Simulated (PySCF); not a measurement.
# [YBr2]+: other functionals and bases at one geometry

One table from this session's results is given with a row withheld; the runs are named, their logs left out.

Method: several levels, as the steps say, no spin–orbit coupling; program: PySCF 2.14.0.

1 further run of the same task is left out (for a known fault of the program).

## Starting geometry

3 atoms, charge 1, spin multiplicity 1.

Bond lengths: Y1–Br2 2.491 Å, Y1–Br3 2.491 Å. Angles: Br2–Y1–Br3 111.4°.

Coordinates:

```
Y     0.00000    0.00000   -0.90593
Br    2.05764    0.00000    0.49787
Br   -2.05764    0.00000    0.49787
```

Formal oxidation states: Y +3. An earlier session relaxed this geometry at PBE0, Y def2-SVP with ECP28, Br def2-SVP (singlet, point group C2v).

At PBE0 on the finer grid: E = -5185.296733 Eh, HOMO -13.04 eV, LUMO -7.92 eV, Mulliken charge on Y1 +1.18 e, largest force component 0.019 eV/Å. 

Levels to run: TPSSh; wB97X; PBE0, TZVP. Hardware: 2 threads of Arm Neoverse V1, shared host.

The first run:

run.py (the lines that set the calculation)

```python
mol = gto.M(atom='''
Y      0.00000     0.00000    -0.90593
Br     2.05764     0.00000     0.49787
Br    -2.05764     0.00000     0.49787''',
    basis={'Y': 'def2-SVP', 'Br': 'def2-SVP'},
    ecp={'Y': 'def2-SVP'},
    charge=1, spin=0)
mf = dft.RKS(mol, xc='TPSSH')
mf.grids.atom_grid = (75, 302)
mf = mf.density_fit()  # fitting sets: Y def2-universal-JKFIT, Br def2-universal-JKFIT
mf.conv_tol = 1e-08; mf.max_cycle = 55
mf.kernel(dm0)  # dm0: the density of the relaxed state
```

The run is started by

```sh
> OMP_NUM_THREADS=2 python run.py
```

Among the steps run: TPSSh; wB97X; PBE0, TZVP.

One of the session's tables, all rows but one given; the rest of the session is left out.

| level | HOMO (eV) | gap (eV) | charge on Y1 (e) | dipole (D) | largest force component (eV/Å) |
| --- | --- | --- | --- | --- | --- |
| PBE0 (relaxed here) | -13.04 | 5.12 | 1.18 | 8.00 | 0.02 |
| TPSSh | -12.41 | 4.23 | 1.19 | 7.93 | 0.21 |
| wB97X | ? | ? | ? | ? | ? |
| PBE0, TZVP | -13.00 | 5.14 | 1.42 | 7.82 | 0.02 |

Estimate the missing values for wB97X.

**Answer.** HOMO (eV): -15.23; gap (eV): 9.39; charge on Y1 (e): 1.23; dipole (D): 8.49; largest force component (eV/Å): 0.09. In the column «HOMO (eV)» it is the lowest.

The dipole of a charged species depends on the origin, so these sizes hold for this origin alone.

In one basis the HOMO–LUMO gap runs from 4.23 eV (TPSSh) to 9.39 eV (wB97X). The largest leftover force, 0.21 eV/Å with TPSSh, stands at a geometry relaxed at another level. Total energies of different levels can't be compared.
